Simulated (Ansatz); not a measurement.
# C2H9GaO: the cost of one run

Program: Ansatz 0.2.0, Gaussian basis. Level of theory: the settings change from run to run. These are calculated values, not measurements.

### Step 1. The molecule

The structure was relaxed beforehand with PBE0-D4 in a triple-zeta def2 set.

13 atoms, charge 0, spin multiplicity 1.

Atoms are counted from 1 here; the program's logs count them from 0.

Bond lengths: C1–O2 1.419 Å, C1–H5 1.088 Å, C1–H6 1.094 Å, C1–H7 1.095 Å, O2–C3 1.419 Å, O2–Ga4 2.141 Å, C3–H8 1.094 Å, C3–H9 1.095 Å, C3–H10 1.088 Å, Ga4–H11 1.577 Å, Ga4–H12 1.577 Å, Ga4–H13 1.583 Å. Angles: O2–C1–H5 107.2°, O2–C1–H6 109.6°, O2–C1–H7 110.6°, H5–C1–H6 109.9°, H5–C1–H7 109.7°, H6–C1–H7 109.8°, C1–O2–C3 112.7°, C1–O2–Ga4 114.7°, C3–O2–Ga4 114.8°, O2–C3–H8 109.6°, O2–C3–H9 110.6°, O2–C3–H10 107.2°, H8–C3–H9 109.8°, H8–C3–H10 109.9°, H9–C3–H10 109.7°, O2–Ga4–H11 96.8°, O2–Ga4–H12 96.8°, O2–Ga4–H13 96.2° and more.

### Step 2. SVWN5/aug-pcseg-2

The input, in.yaml:

```yaml
crystal:
  periodic: [false, false, false]
  atoms:
    - {symbol: C, position_ang: [-0.127679, 1.208100, -0.820334]}
    - {symbol: O, position_ang: [-0.372667, 0.214585, 0.162865]}
    - {symbol: C, position_ang: [0.361677, 0.433063, 1.357339]}
    - {symbol: Ga, position_ang: [-0.323243, -1.797721, -0.565297]}
    - {symbol: H, position_ang: [-0.748912, 0.967934, -1.681010]}
    - {symbol: H, position_ang: [-0.401107, 2.190618, -0.425734]}
    - {symbol: H, position_ang: [0.927022, 1.206293, -1.114378]}
    - {symbol: H, position_ang: [0.094716, 1.405696, 1.779869]}
    - {symbol: H, position_ang: [1.437920, 0.397004, 1.159166]}
    - {symbol: H, position_ang: [0.089564, -0.360141, 2.050968]}
    - {symbol: H, position_ang: [-1.355284, -1.595673, -1.739840]}
    - {symbol: H, position_ang: [-0.780719, -2.491390, 0.774501]}
    - {symbol: H, position_ang: [1.219014, -1.813169, -0.923314]}
basis:
  gaussian: {orbitals: aug-pcseg-2}
hamiltonian: {xc: {name: SVWN5}}
output: {forces: true}
```

Run with:

```bash
$ ansatz run in.yaml --threads 4 --pin off --events-out ev --progress --plain --max-ram 10444MiB
```

**Question.** How long does this run take on 4 threads of Arm Neoverse V2, shared host, and how much memory does it need?

About 4.4 s, with a peak of 0.78 GiB.
